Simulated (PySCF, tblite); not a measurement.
# C₆H₆F₄O₂: infrared bands and NMR shifts

Wanted: the infrared bands and NMR shifts of C₆H₆F₄O₂ (`CC(=O)O/C=C(/F)CC(F)(F)F`), by calculation.

The runs use tblite 0.8.0 and PySCF 2.14.0, with density-fitted response routines of our own; the level of theory stands in each step. All values are computed, except where a source is named. Atoms are numbered from 0 throughout.

**1. The starting structure**

18 atoms, charge 0, multiplicity 1; geometry from: GFN2-xTB.

Bonds of the start (Å): C0–C1 1.50, C1–O2 1.20, C1–O3 1.36, O3–C4 1.37, C4–C5 1.33, C5–F6 1.35, C5–C7 1.50, C7–C8 1.52, C8–F9 1.34, C8–F10 1.34, C8–F11 1.34, C0–H12 1.09, C0–H13 1.09, C0–H14 1.09, C4–H15 1.08, C7–H16 1.09, C7–H17 1.09.

**2. Harmonic vibrations with GFN2-xTB**

Job settings and geometry (Å):

```
{"job": {"kind": "ir", "xc": "GFN2-xTB", "basis": "xTB"}, "charge": 0, "multiplicity": 1}
C      2.949436     0.796500     0.389760
C      2.218193    -0.488941     0.154213
O      2.661365    -1.596368     0.239736
O      0.923393    -0.227085    -0.184948
C      0.087700    -1.286867    -0.389836
C     -1.193730    -1.084171    -0.671113
F     -1.992704    -2.148336    -0.875309
C     -1.879275     0.244390    -0.780976
C     -2.315151     0.761618     0.585702
F     -3.186408    -0.047247     1.193720
F     -2.907619     1.961163     0.482213
F     -1.281828     0.919347     1.423781
H      3.981147     0.587517     0.653325
H      2.909719     1.410308    -0.506973
H      2.460501     1.341761     1.194016
H      0.524939    -2.273944    -0.311327
H     -1.196836     0.983646    -1.204182
H     -2.771601     0.153026    -1.403459
```

**Question.** This job is followed by: GIAO PBE0/pcSseg-1 NMR shielding, non-relativistic, gas phase. What will the session give for the following? strongest single infrared mode (GFN2-xTB); zero-point energy (GFN2-xTB); ¹³C shifts against TMS (PBE0/pcSseg-1); ¹H shifts against TMS (PBE0/pcSseg-1, means over atoms taken as alike); ¹⁷O shifts against H2O (PBE0/pcSseg-1); ¹⁹F shifts against CFCl3 (PBE0/pcSseg-1, means over atoms taken as alike).

The runs gave:

| quantity | value |
| --- | --- |
| strongest single infrared mode (GFN2-xTB) | 1151 cm⁻¹, 678 km/mol |
| zero-point energy (GFN2-xTB) | 72.2 kcal/mol |
| ¹³C shifts against TMS (PBE0/pcSseg-1) | 171.3, 155.4, 134.9, 134.1, 39.5, 22.7 ppm |
| ¹H shifts against TMS (PBE0/pcSseg-1, means over atoms taken as alike) | 8.37, 3.24, 2.26 ppm |
| ¹⁷O shifts against H2O (PBE0/pcSseg-1) | 450.1, 229.9 ppm |
| ¹⁹F shifts against CFCl3 (PBE0/pcSseg-1, means over atoms taken as alike) | -80.8, -148.7 ppm |

All 48 modes are real, so the xTB geometry is a minimum. The strongest single mode, at 1151 cm⁻¹, is carried by C1, O3, C8, H12. GFN2-xTB is a fitted tight-binding method: band positions and strengths are rough. Its intensities can rank the bands wrongly. At PBE0/pcSseg-1: The largest span, 700 ppm, is at O2, where the paramagnetic term is -515 ppm.
